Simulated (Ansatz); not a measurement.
# C2H6FGeN: one species, many methods

One table from this session's results is given with a row withheld; the runs are named, their logs left out.

Program: Ansatz 0.2.0, Gaussian basis. Level of theory: functionals in def2-TZVPP, the program's frozen cores in correlated methods. These are calculated values, not measurements.

Plan: LDA (SPW92), PBE-D4, revPBE-D4, BLYP-D4, r2SCAN-D4, B97M-V, PBE0-D4, B3LYP-D4, r2SCANh-D4, r2SCAN0-D4, HSE06-D4, BHLYP-D4, CAM-B3LYP-D4, LC-ωPBE, ωB97X-V, ωB97M-V, B2PLYP, PBE-QIDH; CCSD(T)/def2-SVP; CCSD(T)/def2-TZVPP; MP2/def2-QZVPP; extrapolation to the limit; RPA on PBE.

## The geometry

The geometry comes from an earlier relaxation with PBE0-D4 in a triple-zeta def2 set; it is a stationary point, not always the lowest conformer.

11 atoms, charge 0, spin multiplicity 1.

Atoms are counted from 1 here; the program's logs count them from 0.

Bond lengths: N1–C2 1.368 Å, N1–H6 1.006 Å, N1–H7 1.008 Å, C2–F3 1.341 Å, C2–C4 1.331 Å, C4–Ge5 1.924 Å, C4–H8 1.083 Å, Ge5–H9 1.538 Å, Ge5–H10 1.540 Å, Ge5–H11 1.538 Å. Angles: C2–N1–H6 115.2°, C2–N1–H7 115.0°, H6–N1–H7 114.0°, N1–C2–F3 109.6°, N1–C2–C4 130.0°, F3–C2–C4 120.3°, C2–C4–Ge5 123.1°, C2–C4–H8 117.3°, Ge5–C4–H8 119.6°, C4–Ge5–H9 107.8°, C4–Ge5–H10 111.8°, C4–Ge5–H11 111.6°, H9–Ge5–H10 108.4°, H9–Ge5–H11 109.0°, H10–Ge5–H11 108.1°.

Set-up of the first run:

in.yaml

```yaml
crystal:
  periodic: [false, false, false]
  atoms:
    - {symbol: N, position_ang: [-1.607283, 0.942441, -1.281227]}
    - {symbol: C, position_ang: [-0.653616, 0.165370, -0.681868]}
    - {symbol: F, position_ang: [-0.596681, -1.027978, -1.291379]}
    - {symbol: C, position_ang: [0.111486, 0.415449, 0.377714]}
    - {symbol: Ge, position_ang: [1.274003, -0.899033, 1.167596]}
    - {symbol: H, position_ang: [-1.592193, 1.914225, -1.021659]}
    - {symbol: H, position_ang: [-1.726619, 0.783536, -2.269484]}
    - {symbol: H, position_ang: [0.046514, 1.404634, 0.814343]}
    - {symbol: H, position_ang: [1.805307, -0.323166, 2.491282]}
    - {symbol: H, position_ang: [2.476380, -1.219127, 0.259451]}
    - {symbol: H, position_ang: [0.528204, -2.213350, 1.455732]}
basis:
  gaussian: {orbitals: def2-TZVPP}
hamiltonian: {xc: lda}
output: {orbitals: {seedname: orbitals}}
```

On the command line:

```
$ ansatz run in.yaml --threads 4 --pin off --events-out ev --progress --plain --max-ram 10444MiB
```

Steps of the session up to this table: LDA; PBE-D4 (GGA); revPBE-D4 (GGA); BLYP-D4 (GGA); r2SCAN-D4 (meta-GGA); B97M-V (meta-GGA); B3LYP-D4 (hybrid); r2SCANh-D4 (hybrid); r2SCAN0-D4 (hybrid); HSE06-D4 (hybrid); BHLYP-D4 (hybrid); CAM-B3LYP-D4 (range-separated); LC-ωPBE (range-separated); ωB97X-V (range-separated); ωB97M-V (range-separated); B2PLYP (double hybrid); PBE-QIDH (double hybrid).

One of the session's tables, all rows but one given; the rest of the session is left out.

It belongs to the step «Orbital energies across the functionals». 

| functional | HOMO (eV) | LUMO (eV) | gap (eV) |
| --- | --- | --- | --- |
| LDA (SPW92) | -5.45 | -0.65 | 4.80 |
| PBE-D4 | -5.29 | -0.45 | 4.84 |
| revPBE-D4 | -5.23 | -0.36 | 4.86 |
| BLYP-D4 | -5.16 | -0.37 | 4.79 |
| r2SCAN-D4 | -5.51 | -0.19 | 5.32 |
| B97M-V | -5.60 | -0.21 | 5.38 |
| PBE0-D4 | -6.47 | 0.47 | 6.93 |
| B3LYP-D4 | -6.26 | 0.19 | 6.45 |
| r2SCANh-D4 | -5.95 | 0.14 | 6.10 |
| r2SCAN0-D4 | ? | ? | ? |
| HSE06-D4 | -6.07 | 0.09 | 6.16 |
| BHLYP-D4 | -7.53 | 1.30 | 8.83 |
| CAM-B3LYP-D4 | -7.78 | 1.43 | 9.21 |
| LC-ωPBE | -9.11 | 2.67 | 11.77 |
| ωB97X-V | -8.75 | 2.54 | 11.29 |
| ωB97M-V | -8.65 | 2.15 | 10.80 |

Estimate the missing values for r2SCAN0-D4.

Worked estimate for «HOMO (eV)». Against the share of exact exchange, r2SCAN-D4 (0, -5.51), r2SCANh-D4 (0.1, -5.95) give a slope of -4.40 per unit share; at 0.25 the line stands at -6.61.

As computed: HOMO (eV): -6.62; LUMO (eV): 0.64; gap (eV): 7.26. In «HOMO (eV)» the line misses by +0.01.
